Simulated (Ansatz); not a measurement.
# CH6ClNSi (SMILES C[SiH](N)Cl) at wB97M-V/6-31G(d) (spherical functions)

Aim: the energy change on altering one bond length of CH6ClNSi at wB97M-V/6-31G* (spherical functions), from 2 runs. 

The results are computed with Ansatz 0.2.0.

128 further runs of the same task are left out: 128 set aside as unsound or not needed.

## (1) Starting point

CH6ClNSi has 10 atoms, charge 0, and is taken as a singlet. As SMILES, `C[SiH](N)Cl`. Geometry: relaxed at PBE0-D4/def2-TZVP. This is one conformer, not always the lowest.

Bond lengths: C1–Si2 1.853 Å, Si2–N3 1.706 Å, Si2–Cl4 2.081 Å, C1–H5 1.092 Å, C1–H6 1.092 Å, C1–H7 1.093 Å, Si2–H8 1.480 Å, N3–H9 1.008 Å, N3–H10 1.008 Å. Some angles: C1–Si2–N3 110.0°, C1–Si2–Cl4 106.9°, N3–Si2–Cl4 113.8°, C1–Si2–H8 113.9°, N3–Si2–H8 107.4°, Cl4–Si2–H8 105.0°, Si2–C1–H5 110.6°, Si2–C1–H6 110.4°, Si2–C1–H7 110.6°, Si2–N3–H9 120.0°.

## (2) The energy at wB97M-V/6-31G(d) (spherical functions)

The input, molecule.yaml:

```yaml
crystal:
  periodic: [false, false, false]
  atoms:
    - {symbol: C, position_ang: [-0.924300, 0.960300, -0.429600]}
    - {symbol: Si, position_ang: [-0.055600, -0.637600, -0.073400]}
    - {symbol: N, position_ang: [1.200800, -0.379200, 1.050800]}
    - {symbol: Cl, position_ang: [0.594900, -1.392500, -1.900800]}
    - {symbol: H, position_ang: [-1.720000, 0.809500, -1.161600]}
    - {symbol: H, position_ang: [-1.359500, 1.369700, 0.485000]}
    - {symbol: H, position_ang: [-0.226900, 1.694300, -0.841400]}
    - {symbol: H, position_ang: [-0.936500, -1.689500, 0.482600]}
    - {symbol: H, position_ang: [1.847500, 0.382600, 0.917600]}
    - {symbol: H, position_ang: [1.662700, -1.168700, 1.473800]}
basis:
  gaussian:
    orbitals: 6-31G_st_-spherical.json
hamiltonian:
  xc: {name: wB97M-V}
output: {orbitals: {seedname: orbitals}}
accuracy: high
```

The basis set 6-31G* is read from a file made from the Basis Set Exchange's data (not shown).

Command:

```
ansatz run molecule.yaml --threads 1 --pin off --max-ram 3480MiB --events-out events.jsonl --progress --plain --runs-dir runs
```

The program printed:

```text
Warning: RAYON_NUM_THREADS=1 ignored (pool sized by the plan → 1); use --threads N
Functional definition: wB97M-V
  name "wB97M-V"
  parameter omega = 0.3/bohr
  parameter cx = 0.15
  parameter cx01 = 1.007
  parameter cx10 = 0.259
  parameter css00 = 0.443
  parameter css04 = -1.437
  parameter css10 = -4.535
  parameter css20 = -3.390
  parameter css43 = 4.278
  parameter cos00 = 1.000
  parameter cos10 = 1.358
  parameter cos20 = 2.924
  parameter cos21 = -8.812
  parameter cos60 = -1.390
  parameter cos61 = 9.142
  parameter b = 6.0
  parameter c = 0.01
  gx(w, u) = 1 - cx + cx01*u + cx10*w
  gss(w, u) = css00 + css04*u^4 + css10*w + css20*w^2 + css43*w^4*u^3
  gos(w, u) = cos00 + cos10*w + (cos20 + cos21*u)*w^2 + (cos60 + cos61*u)*w^6
  exchange = spin_sum(e_x_unif_sr(omega)*gx(b97_w, b97_u_x)) + cx*exact_x_sr(omega) + exact_x_lr(omega)
  correlation = spin_sum(e_c_pw_mod_same_spin*gss(b97_w, b97_u_same))
      + integral(e_c_pw_mod_opposite_spin*gos(b97_w_opposite, b97_u_opposite)) + vv10(b, c)
1774 factors; integrals over basis functions are off by at most 3.6e-9 eV
360 factors; integrals over basis functions are off by at most 2.4e-9 eV
mean field evaluation 1: about -23019.3370 eV, gradient 4.7e1 eV
mean field evaluation 2: about -23020.5766 eV, gradient 4.0e1 eV
mean field evaluation 4: about -23023.8614 eV, gradient 1.2e0 eV
mean field evaluation 8: about -23024.0037 eV, gradient 5.2e-2 eV
mean field evaluation 16: about -23024.0037 eV, gradient 8.5e-6 eV
mean field -23024.00373346 eV, -846.1165309746 hartree, gradient 9.5e-8 eV, S^2 0.000000; 0 other end points of the search recorded, 0 dependent functions left out
reference -23024.00373750 eV, -846.1165311231 hartree; 25, 25 occupied and 51, 51 virtual orbitals, 1774 factors
Total energy: -23024.00373750 eV, -846.1165311231 hartree
```

Wall time 68 s (1 thread of Arm Neoverse V2, shared host); peak memory 0.55 GiB.

## (3) The distorted shape

The input, run.yaml:

```yaml
crystal:
  periodic: [false, false, false]
  atoms:
    - symbol: C
      position_ang: [-1.021887, 1.073549, -0.155457]
    - symbol: Si
      position_ang: [-0.153187, -0.524351, 0.200743]
    - symbol: "N"
      position_ang: [1.103213, -0.265951, 1.324943]
    - symbol: Cl
      position_ang: [0.594900, -1.392500, -1.900800]
    - symbol: H
      position_ang: [-1.817587, 0.922749, -0.887457]
    - symbol: H
      position_ang: [-1.457087, 1.482949, 0.759143]
    - symbol: H
      position_ang: [-0.324487, 1.807549, -0.567257]
    - symbol: H
      position_ang: [-1.034087, -1.576251, 0.756743]
    - symbol: H
      position_ang: [1.749913, 0.495849, 1.191743]
    - symbol: H
      position_ang: [1.565113, -1.055451, 1.747943]
basis:
  gaussian: {orbitals: 6-31G_st_-spherical.json}
hamiltonian: {xc: {name: wB97M-V}}
accuracy: high
output: {orbitals: {seedname: orbitals}}
```

The basis set 6-31G* is read from a file made from the Basis Set Exchange's data (not shown).

Command:

```
ansatz run run.yaml --threads 1 --pin off --max-ram 3480MiB --events-out events.jsonl --progress --plain --runs-dir runs
```

The program printed, cut to the lines that bear on the results:

```text
Warning: RAYON_NUM_THREADS=1 ignored (pool sized by the plan → 1); use --threads N
[... 2 set-up lines as earlier in the session ...]
[...]
  gx(w, u) = 1 - cx + cx01*u + cx10*w
  gss(w, u) = css00 + css04*u^4 + css10*w + css20*w^2 + css43*w^4*u^3
  gos(w, u) = cos00 + cos10*w + (cos20 + cos21*u)*w^2 + (cos60 + cos61*u)*w^6
[...]
      + integral(e_c_pw_mod_opposite_spin*gos(b97_w_opposite, b97_u_opposite)) + vv10(b, c)
1767 factors; integrals over basis functions are off by at most 6.4e-9 eV
366 factors; integrals over basis functions are off by at most 2.2e-9 eV
[...]
mean field -23023.53136895 eV, -846.0991718990 hartree, gradient 3.0e-8 eV, S^2 0.000000; 0 other end points of the search recorded, 0 dependent functions left out
reference -23023.53137306 eV, -846.0991720499 hartree; 25, 25 occupied and 51, 51 virtual orbitals, 1767 factors
Total energy: -23023.53137306 eV, -846.0991720499 hartree
```

It took 74 s on 1 thread of Arm Neoverse V2, shared host; peak memory 0.54 GiB.

## (4) Summary of results

Level: wB97M-V/6-31G* (spherical functions).

| quantity | value |
| --- | --- |
| first shape: total energy | -846.11653 Eh |
| first shape: HOMO energy | -9.99 eV |
| first shape: LUMO energy | 3.29 eV |
| first shape: HOMO–LUMO gap | 13.28 eV |
| distorted shape: total energy | -846.09917 Eh |
| distorted shape: HOMO energy | -10.07 eV |
| distorted shape: LUMO energy | 2.10 eV |
| distorted shape: HOMO–LUMO gap | 12.17 eV |
| energy change with the Si2–Cl4 bond stretched from 2.081 to 2.394 Å | 0.472 eV |

What this shows: With the Si2–Cl4 bond stretched from 2.081 to 2.394 Å the energy rises by 0.47 eV (45.6 kJ/mol). The first shape isn't relaxed at this level, so the change isn't measured from a minimum.
